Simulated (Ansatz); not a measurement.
# ZnSn4: one candidate of a structure search, part 2 of 2

Aim: relax a trial structure of ZnSn4 and see where it ends.

Ansatz 0.2.0; DFT PBE, scalar-relativistic, plane waves, PAW.

**4. Full relaxation**

The end of the coarse run is made exact in the group found at a tolerance of 0.06 Å and reduced to its primitive cell.

File input.yaml:

```yaml
crystal:
  lattice:
    - [-3.27475606, 3.27475606, 3.27475606]
    - [3.27475606, -3.27475606, 3.27475606]
    - [3.27475606, 3.27475606, -3.27475606]
  atoms:
    - { symbol: Zn, position: [0.0, 0.0, 0.0] }
    - { symbol: Sn, position: [0.0, 0.0, 0.5] }
    - { symbol: Sn, position: [0.0, 0.5, 0.0] }
    - { symbol: Sn, position: [0.5, 0.0, 0.0] }
    - { symbol: Sn, position: [0.5, 0.5, 0.5] }
basis:
  ecutwfc: 420
kpoints:
  mp_grid: { grid: [8, 8, 8] }
hamiltonian:
  xc: pbe
scf:
  occupations: { method: gaussian, width: 0.1 }
output:
  forces: true
  stress: true
  eigenvalues: true
relax:
  adjacent_minimum: "off"
  f_tol: 0.01
  max_steps: 80
  cell: { stress_tol: 0.05 }
```

Command:

```sh
$ ansatz run input.yaml --threads 1 --pin off --max-ram 2048MiB --backend cpu --events-out ev --progress --plain --runs-dir out
```

What it wrote:

```text
Warning: RAYON_NUM_THREADS=1 ignored (pool sized by the plan → 1); use --threads N
Engine: ansatz 0.2.0, aarch64-unknown-linux-gnu
Pseudopotentials: kind: paw
Pseudopotential: Zn, paw, valence charge 12, recommended cutoff 420 eV (normal), Zn.paw.azcp
Pseudopotential: Sn, paw, valence charge 14, recommended cutoff 420 eV (normal), Sn.paw.azcp
Functional definition: PBE
  parameter kappa = 0.804
  parameter beta = 0.06672455060314922
  exchange = pbe_x(kappa = kappa, mu = beta*pi^2/3)
  correlation = pbe_c(beta = beta)
Crystal: 5 atoms, lattice volume = 140.474 Å³
Basis set: ecut = 420 eV, 2731 PW (Γ), exchange–correlation on 80×80×80 points (8 copies of the dense FFT grid, shifted against one another)
Bands: 41, of which v1, the nominal top of the filled ones, is band 34 counted from 1 (33 counted from 0)
Symmetry: 48 space group operations
Space group: Im-3m (ITA 229), of the structure as read, at distance tolerance 5.2e-5 Å
k-points: 29 of 512
Non-local potential: Zn, projectors of the file, l = 0: 2, l = 1: 2, l = 2: 3, l = 3: 1
Non-local potential: Sn, projectors of the file, l = 0: 2, l = 1: 2, l = 2: 2, l = 3: 2
PAW form: soft (Blöchl's): semilocal exchange-correlation on the pseudo side does not see the compensation charge
PAW one-centre angular grid: Zn, 590 points (default); XC on 64 Gauss nodes
PAW one-centre angular grid: Sn, 590 points (default); XC on 64 Gauss nodes
Initial density: superposition of atomic densities (neutral atoms: chi_scale 0, normalization atom), corrected by the library's trained network
Initial wavefunctions: pseudopotential atomic-orbital guess
Functional: x = pbe(κ = 0.804, μ = 0.2195149727645171), c = pbe(β = 0.06672455060314922)
SCF iter   1: F=—  HF=-27415.055296 eV  |F-HF|=—  |Δ(HF+E_count)|=         —  Δρ=1.11e-3  dr2=3.82e-3  ethr=1.77e-3  ⟨swp⟩=7.3  Hψ=5066  notcnv=0  defer=2
preconditioner: auto → LDOS  [metal: Δε(μ)=0.048 eV  Ē_g=17.465 eV  σ=0.100 eV  W_gap=0.27  n_scr=42 (ndim 8)  ℏωp=25.8 eV  f_vac=0.013  D(μ)=2.99/eV (n_scr^D=18)  β→1.0]
SCF iter   2: F=—  HF=-27415.052595 eV  |F-HF|=—  |Δ(HF+E_count)|=   2.70e-3  Δρ=1.15e-3  dr2=1.31e-3  ethr=5.61e-6  ⟨swp⟩=2.1  Hψ=2420  notcnv=0  defer=3
SCF iter   3: F=—  HF=-27415.051789 eV  |F-HF|=—  |Δ(HF+E_count)|=   8.05e-4  Δρ=1.58e-4  dr2=2.32e-5  ethr=1.93e-6  ⟨swp⟩=2.0  Hψ=2122  notcnv=0  defer=3
SCF iter   4: F=—  HF=-27415.051817 eV  |F-HF|=—  |Δ(HF+E_count)|=   2.76e-5  Δρ=2.21e-4  dr2=3.76e-5  ethr=3.42e-8  ⟨swp⟩=2.0  Hψ=2128  notcnv=0  defer=3
SCF iter   5: F=—  HF=-27415.051797 eV  |F-HF|=—  |Δ(HF+E_count)|=   1.94e-5  Δρ=2.34e-5  dr2=7.89e-7  ethr=3.42e-8  ⟨swp⟩=2.0  Hψ=1513  notcnv=0  defer=3
SCF iter   6: F=-27415.051797 eV  HF=-27415.051797 eV  |F-HF|=2.50e-9  |Δ(HF+E_count)|=   2.82e-8  Δρ=3.44e-6  dr2=1.75e-8  ethr=1.47e-10  ⟨swp⟩=9.6  Hψ=5892  notcnv=0
SCF 1 converged in 6 iterations: F = -27415.051797 eV  dr2 = 1.75e-8
relax step   1: F+E_penalty+E_count = -27415.05179737 eV  Δ(F+E_penalty+E_count) = +0.000e0 eV  max|allowed force component| = 1.896e-29 eV/Å  Δτ_max = 0.0000 Å  P = +0.294 GPa  Ω = 140.474 Å³  (6 SCF iters, dr2 threshold 1.00e-7 eV, accepted)
Crystal: 5 atoms, lattice volume = 141.628 Å³
Basis set: ecut = 420 eV, 2779 PW (Γ), exchange–correlation on 80×80×80 points (8 copies of the dense FFT grid, shifted against one another)
Initial density: handed on by an earlier stage of this run
Initial wavefunctions: those handed on with the density
iter 1 solved again at ethr=1.05e-7 eV; its pass at ethr=3.10e-3 eV (dr2=7.15e-5 eV) is discarded
SCF iter   1: F=—  HF=-27415.052350 eV  |F-HF|=—  |Δ(HF+E_count)|=         —  Δρ=2.31e-4  dr2=5.91e-5  ethr=1.05e-7  ⟨swp⟩=3.1  Hψ=6278  notcnv=0
preconditioner: auto → LDOS  [metal: Δε(μ)=0.046 eV  Ē_g=17.449 eV  σ=0.100 eV  W_gap=0.26  n_scr=42 (ndim 8)  ℏωp=25.7 eV  f_vac=0.013  D(μ)=2.86/eV (n_scr^D=12)  β→1.0]
SCF iter   2: F=—  HF=-27415.052372 eV  |F-HF|=—  |Δ(HF+E_count)|=   2.21e-5  Δρ=2.55e-4  dr2=5.04e-5  ethr=8.69e-8  ⟨swp⟩=2.1  Hψ=1691  notcnv=0
SCF iter   3: F=—  HF=-27415.052358 eV  |F-HF|=—  |Δ(HF+E_count)|=   1.34e-5  Δρ=1.38e-4  dr2=1.60e-5  ethr=7.41e-8  ⟨swp⟩=2.0  Hψ=1580  notcnv=0
SCF iter   4: F=—  HF=-27415.052350 eV  |F-HF|=—  |Δ(HF+E_count)|=   7.80e-6  Δρ=4.31e-5  dr2=1.58e-6  ethr=2.35e-8  ⟨swp⟩=2.0  Hψ=1448  notcnv=0
SCF iter   5: F=-27415.052350 eV  HF=-27415.052350 eV  |F-HF|=1.07e-7  |Δ(HF+E_count)|=   7.06e-7  Δρ=9.21e-6  dr2=7.33e-8  ethr=3.17e-10  ⟨swp⟩=3.3  Hψ=5013  notcnv=0
SCF 2 converged in 5 iterations: F = -27415.052350 eV  dr2 = 7.33e-8
relax step   2: F+E_penalty+E_count = -27415.05234960 eV  Δ(F+E_penalty+E_count) = -5.522e-4 eV  max|allowed force component| = 1.599e-29 eV/Å  Δτ_max = 0.0000 Å  P = -0.065 GPa  Ω = 141.628 Å³  energy of the carried Pulay correction = -2.600e-4 eV  (5 SCF iters, dr2 threshold 2.15e-7 eV, accepted)
Crystal: 5 atoms, lattice volume = 141.417 Å³
iter 1 solved again at ethr=1.95e-9 eV; its pass at ethr=3.10e-3 eV (dr2=1.33e-6 eV) is discarded
SCF iter   1: F=—  HF=-27415.052436 eV  |F-HF|=—  |Δ(HF+E_count)|=         —  Δρ=3.50e-5  dr2=1.50e-6  ethr=1.95e-9  ⟨swp⟩=3.2  Hψ=6702  notcnv=0
preconditioner: auto → LDOS  [metal: Δε(μ)=0.047 eV  Ē_g=17.452 eV  σ=0.100 eV  W_gap=0.26  n_scr=42 (ndim 8)  ℏωp=25.7 eV  f_vac=0.013  D(μ)=2.86/eV (n_scr^D=12)  β→1.0]
SCF iter   2: F=—  HF=-27415.052441 eV  |F-HF|=—  |Δ(HF+E_count)|=   4.78e-6  Δρ=3.08e-5  dr2=7.28e-7  ethr=1.95e-9  ⟨swp⟩=2.0  Hψ=2182  notcnv=0
SCF iter   3: F=—  HF=-27415.052441 eV  |F-HF|=—  |Δ(HF+E_count)|=   1.33e-7  Δρ=1.93e-5  dr2=3.18e-7  ethr=1.07e-9  ⟨swp⟩=3.0  Hψ=2344  notcnv=0
SCF iter   4: F=—  HF=-27415.052441 eV  |F-HF|=—  |Δ(HF+E_count)|=   1.36e-7  Δρ=6.65e-6  dr2=3.98e-8  ethr=4.67e-10  ⟨swp⟩=2.0  Hψ=1435  notcnv=0
SCF iter   5: F=-27415.052441 eV  HF=-27415.052441 eV  |F-HF|=3.06e-9  |Δ(HF+E_count)|=   1.67e-8  Δρ=1.67e-6  dr2=2.54e-9  ethr=1.57e-11  ⟨swp⟩=3.0  Hψ=4986  notcnv=0
SCF 3 converged in 5 iterations: F = -27415.052441 eV  dr2 = 2.54e-9
relax step   3: F+E_penalty+E_count = -27415.05244080 eV  Δ(F+E_penalty+E_count) = -9.120e-5 eV  max|allowed force component| = 1.286e-29 eV/Å  Δτ_max = 0.0000 Å  P = -0.001 GPa  Ω = 141.417 Å³  energy of the carried Pulay correction = -2.125e-4 eV  (5 SCF iters, dr2 threshold 1.06e-8 eV, accepted)
Initial wavefunctions: pseudopotential atomic-orbital guess (no wavefunctions were taken with the density)
iter 1 solved again at ethr=6.73e-7 eV; its pass at ethr=3.10e-3 eV (dr2=4.58e-4 eV) is discarded
SCF iter   1: F=—  HF=-27415.052615 eV  |F-HF|=—  |Δ(HF+E_count)|=         —  Δρ=4.66e-5  dr2=8.60e-8  ethr=6.73e-7  ⟨swp⟩=2.8  Hψ=7619  notcnv=0
eigensolver tolerance schedule: the retry pair's looser diagonalisation over-reported the residual by 5321.51 of it (diagonalisation noise at an unbounded share of the residual, at the tolerance the schedule requests for it); recorded, not acted on — ethr = c·dr2/N_el stays at c = 1.0e-1
SCF iter   2: F=—  HF=-27415.052664 eV  |F-HF|=—  |Δ(HF+E_count)|=   4.91e-5  Δρ=1.64e-5  dr2=2.49e-7  ethr=1.27e-10  ⟨swp⟩=3.4  Hψ=3118  notcnv=0
SCF iter   3: F=—  HF=-27415.052664 eV  |F-HF|=—  |Δ(HF+E_count)|=   9.52e-8  Δρ=9.47e-6  dr2=6.47e-8  ethr=1.27e-10  ⟨swp⟩=3.4  Hψ=2446  notcnv=0
SCF iter   4: F=—  HF=-27415.052664 eV  |F-HF|=—  |Δ(HF+E_count)|=   3.33e-8  Δρ=1.70e-6  dr2=2.45e-9  ethr=9.51e-11  ⟨swp⟩=2.0  Hψ=1447  notcnv=0
SCF iter   5: F=—  HF=-27415.052664 eV  |F-HF|=—  |Δ(HF+E_count)|=  5.97e-10  Δρ=2.84e-7  dr2=7.01e-11  ethr=3.60e-12  ⟨swp⟩=2.0  Hψ=2115  notcnv=0
SCF iter   6: F=-27415.052664 eV  HF=-27415.052664 eV  |F-HF|=0.00e0  |Δ(HF+E_count)|=    0.00e0  Δρ=5.66e-8  dr2=3.36e-12  ethr=1.00e-12  ⟨swp⟩=5.2  Hψ=3973  notcnv=0
SCF 4 converged in 6 iterations: F = -27415.052664 eV  dr2 = 3.36e-12
relax step   4: F+E_penalty+E_count = -27415.05266398 eV  Δ(F+E_penalty+E_count) = -2.232e-4 eV  max|allowed force component| = 1.644e-29 eV/Å  Δτ_max = 0.0000 Å  P = -0.001 GPa  Ω = 141.417 Å³  stress off target by 1.11e-3 GPa  SCF on the basis re-selected at this cell (its energy is not comparable with the rows above)  (6 SCF iters)
basis re-selected at this cell: Δ(F+E_penalty+E_count) = -2.232e-4 eV, ΔP = -0.000 GPa vs the last step (what re-selecting the basis moved, of the pressure what is left beyond the Pulay correction that the steps carried, after the strain that the cell walked since its last selection, with what the two solves' SCF thresholds leave and, on support functions, any second-order correction that the steps lacked; it is no measure of the basis error at this ecutwfc). This SCF's stress stands 1.11e-3 GPa from its target on what of the cell is left free (relax.cell.stress_tol is 5.00e-2 GPa) and its largest allowed force component is 1.64e-29 eV/Å (relax.f_tol is 1.00e-2 eV/Å): within both
SCF converged after 6 iterations
Free energy (F): -27415.052664 eV
Harris-Foulkes:  -27415.052664 eV  (|F-HF|=0.00e0)
Internal energy: -27415.038350 eV  (E = F + TS)
E sigma→0 (E₀):  -27415.045507 eV
Entropy (-TS):   -0.014314 eV (-2.863 meV/atom)
Fermi energy:    8.930847 eV
--- Per-component energies (eV) ---
  E_band       = -402.902392
  E_kinetic    = 873.935126
  E_local      = -5866.045179  (includes V_loc(G=0)·N_el)
  E_nonlocal   = 481.082131
  E_hartree    = 3175.855468
  E_xc         = -1666.807344
  E_vxc        = -434.874712  (∫ρ·V_xc dr)
  E_paw        = -18367.441521  (= ΣΔE_a)
  E_vpaw       = -1808.710404  (= ΣTr[D̂ρ^β])
  E_aug_tail   = -0.000334  (compensation charges beyond the density's cutoff)
  E_ewald      = -6045.616696
  E_smearing   = -0.014314  (= −TS)
  E_closure    = 0.000000  (closes the sum)
  Σ components = -27415.052664   (vs F -27415.052664, Δ=0.00e0)
--- Forces (eV/Å), atoms counted from 1 ---
  atom   1  Zn    -0.00000000     0.00000000     0.00000000
  atom   2  Sn     0.00000000     0.00000000    -0.00000000
  atom   3  Sn     0.00000000    -0.00000000     0.00000000
  atom   4  Sn     0.00000000     0.00000000    -0.00000000
  atom   5  Sn     0.00000000    -0.00000000     0.00000000
  max |Σ_I F_I| component: 5.99e-29 eV/Å
--- Stress (GPa, compression-positive) ---
       -0.001113       0.000000      -0.000000
        0.000000      -0.001113      -0.000000
       -0.000000      -0.000000      -0.001113
  P = ⅓ Tr σ = -0.0011 GPa (-0.011 kbar)
--- Band table (eV; the first three rows and the last of 29) ---
  k-point 0: bands = ["-12.6195", "-12.6195", "-12.5735", "-12.5341", "-12.5341", "-12.5253", "-12.5253", "-12.5253", "-12.4764", "-12.4764", "-12.4764", "-12.4582", "-12.4582", "-12.4582", "-12.4156", "-12.4156", "-12.4156", "-12.3364", "-12.3364", "-12.3364", "-1.5052", "1.1603", "1.1603", "1.1603", "1.4391", "1.4391", "4.0231", "4.0231", "4.0231", "5.6597", "5.6597", "5.6597", "7.0383", "7.0383", "7.0383", "7.5251", "11.7317", "11.7317", "12.6210", "12.6210", "12.6210"]
  k-point 1: bands = ["-12.6156", "-12.6093", "-12.5689", "-12.5311", "-12.5297", "-12.5285", "-12.5199", "-12.5198", "-12.4795", "-12.4759", "-12.4758", "-12.4610", "-12.4576", "-12.4575", "-12.4197", "-12.4175", "-12.4174", "-12.3478", "-12.3419", "-12.3419", "-1.4008", "1.1490", "1.1506", "1.1758", "1.4360", "1.4367", "3.4355", "3.6613", "3.8870", "5.6478", "5.6884", "6.2317", "7.0735", "7.1571", "7.4074", "8.1449", "11.9786", "11.9921", "12.0363", "12.1195", "12.7322"]
  k-point 2: bands = ["-12.6046", "-12.5801", "-12.5562", "-12.5382", "-12.5227", "-12.5165", "-12.5050", "-12.5046", "-12.4883", "-12.4751", "-12.4747", "-12.4690", "-12.4551", "-12.4547", "-12.4318", "-12.4227", "-12.4224", "-12.3800", "-12.3570", "-12.3568", "-1.0910", "1.1103", "1.1207", "1.2196", "1.4290", "1.4311", "2.3900", "3.1213", "3.6315", "5.5094", "5.7280", "7.2636", "7.4034", "7.4855", "8.3508", "9.4446", "10.8075", "11.0168", "12.7147", "13.0322", "13.2155"]
  k-point 28: bands = ["-12.6093", "-12.6093", "-12.6093", "-12.5389", "-12.5389", "-12.5389", "-12.4773", "-12.4773", "-12.4773", "-12.4642", "-12.4642", "-12.4642", "-12.4435", "-12.4435", "-12.4435", "-12.4230", "-12.4067", "-12.4067", "-12.3329", "-12.3329", "1.0783", "1.0783", "1.0783", "1.2928", "1.2928", "1.2928", "1.3833", "1.3833", "2.2040", "5.1647", "5.1647", "6.3354", "8.7817", "8.7817", "8.7817", "12.4911", "12.4911", "12.4911", "13.6574", "14.7697", "14.7697"]
--- Relaxed structure (3 steps of the walk, 3 accepted, 1 SCFs on fresh bases) ---
  F+E_penalty+E_count = -27415.05266398 eV   max|allowed force component| = 1.644e-29 eV/Å   (the final SCF, on the basis selected at the relaxed cell)
  cell:  # Å, volume = 141.4170 Å³
    - [-3.282065571287013, 3.282065571287013, 3.282065571287013]
    - [3.282065571287013, -3.282065571287013, 3.282065571287013]
    - [3.282065571287013, 3.282065571287013, -3.282065571287013]
  atoms:
    - { symbol: Zn, position: [2.2973203827910255e-37, 5.3604142260488244e-37, 6.738806455715416e-37] }
    - { symbol: Sn, position: [0.0, 0.0, 0.5] }
    - { symbol: Sn, position: [0.0, 0.5, 0.0] }
    - { symbol: Sn, position: [0.5, 0.0, 0.0] }
    - { symbol: Sn, position: [0.5, 0.5, 0.5] }
```

It took 76 s on 1 thread of Arm Neoverse N1, shared host; peak memory 0.46 GiB.

Step by step:

| step | energy from step 1 (eV/cell) | largest force component (eV/Å) | pressure (GPa) | volume (Å³) |
| --- | --- | --- | --- | --- |
| 1 | 0.0000 | 0.0000 | 0.29 | 140.47 |
| 2 | -0.0006 | 0.0000 | -0.07 | 141.63 |
| 3 | -0.0006 | 0.0000 | 0.00 | 141.42 |
| 4 | -0.0009 | 0.0000 | 0.00 | 141.42 |

Step 1 is the start. Step 4 repeats the geometry before it on a plane-wave basis chosen anew for that cell, so its energy need not be comparable with the rows above.

Lengths and angles in the start's conventional setting:

|  | before | after | change |
| --- | --- | --- | --- |
| a (Å) | 6.550 | 6.564 | +0.2 % |
| b (Å) | 6.550 | 6.564 | +0.2 % |
| c (Å) | 6.550 | 6.564 | +0.2 % |
| volume (Å³/atom) | 28.09 | 28.28 | +0.7 % |
| shortest distance (Å) | 2.836 | 2.842 | +0.2 % |
| space group (0.01 Å) | Im-3m | Im-3m | same |

Forces and stress were held to the start's 48 operations: a distortion of lower symmetry was not tested.

**5. Results**

This closing draws on all 2 parts. Changes of volume or cell count from the first structure of part 1.

```
                              quantity                                                                      value
symmetry at the end (tolerance 0.05 Å)                                                space group Im-3m (No. 229)
                     conventional cell  a = 6.564 Å, b = 6.564 Å, c = 6.564 Å, α = 90.00°, β = 90.00°, γ = 90.00°
                                volume                                                              28.28 Å³/atom
     energy over the elements, grey Sn                                                              +0.17 eV/atom
                       gap on the mesh                                                               none (metal)
```

The space group Im-3m (No. 229) is kept, and the volume per atom grows by 13.9 % from the first guess. The formation energy is positive, so the separate elements lie lower. No finished test with a distortion of lower symmetry is shown, so the end may be a saddle point.
